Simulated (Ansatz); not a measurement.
# BiF2: the cost of one run

Method: DFT PBE, scalar-relativistic, plane waves, PAW, in Ansatz 0.2.0.

The COD entry's cell or inner coordinates are ideal or old and differ from later refinements, so a difference from it is no clean test against experiment.

### Step 1. The starting structure

The structure is tetragonal, space group P4_2/nmc (No. 137). Conventional cell: a = 3.397 Å, b = 3.397 Å, c = 9.796 Å, α = 90.00°, β = 90.00°, γ = 90.00°. Bi (site symmetry -4m2) has 4 F at 2.09 Å as nearest neighbours. F (site symmetry 2mm) is surrounded by 2 Bi at 2.09 Å.

Coordinates:

```
CELL_PARAMETERS angstrom
3.39700 0.00000 0.00000
0.00000 3.39700 0.00000
0.00000 0.00000 9.79621
ATOMIC_POSITIONS crystal
Bi 0.00000 0.00000 0.00000
Bi 0.50000 0.50000 0.50000
F 0.00000 0.50000 0.12500
F 0.00000 0.50000 0.62500
F 0.50000 0.00000 0.37500
F 0.50000 0.00000 0.87500
```

This is candidate A: ZnCl2 type (P4_2/nmc, No. 137).

(A quick probe on a coarse mesh, which set the mesh and smearing, is not shown.)

### Step 3. Rough relaxation on the coarse mesh (candidate A)

File input.yaml:

```yaml
crystal:
  lattice:
    - [3.3970003297, 0.0, 0.0]
    - [0.0, 3.3970003297, 0.0]
    - [0.0, 0.0, 9.7962144642]
  atoms:
    - { symbol: Bi, position: [0.0, 0.0, 0.0] }
    - { symbol: Bi, position: [0.5, 0.5, 0.5] }
    - { symbol: F, position: [0.0, 0.5, 0.125] }
    - { symbol: F, position: [0.0, 0.5, 0.625] }
    - { symbol: F, position: [0.5, 0.0, 0.375] }
    - { symbol: F, position: [0.5, 0.0, 0.875] }
basis:
  ecutwfc: 420
kpoints:
  mp_grid: { grid: [6, 6, 2] }
hamiltonian:
  xc: pbe
scf:
  occupations: { method: gaussian, width: 0.1 }
  lower_state_search: "off"
output:
  forces: true
  stress: true
  eigenvalues: true
relax:
  adjacent_minimum: "off"
  f_tol: 0.04
  max_steps: 70
  cell: { stress_tol: 0.4 }
```

On the command line:

```
$ ansatz run input.yaml --threads 1 --pin off --max-ram 2560MiB --backend cpu --events-out ev --progress --plain --runs-dir out
```

What time and memory should one allow on 1 thread of Intel Xeon 6975P-C (Granite Rapids), shared host?

About 80 s, with a peak of 0.42 GiB.
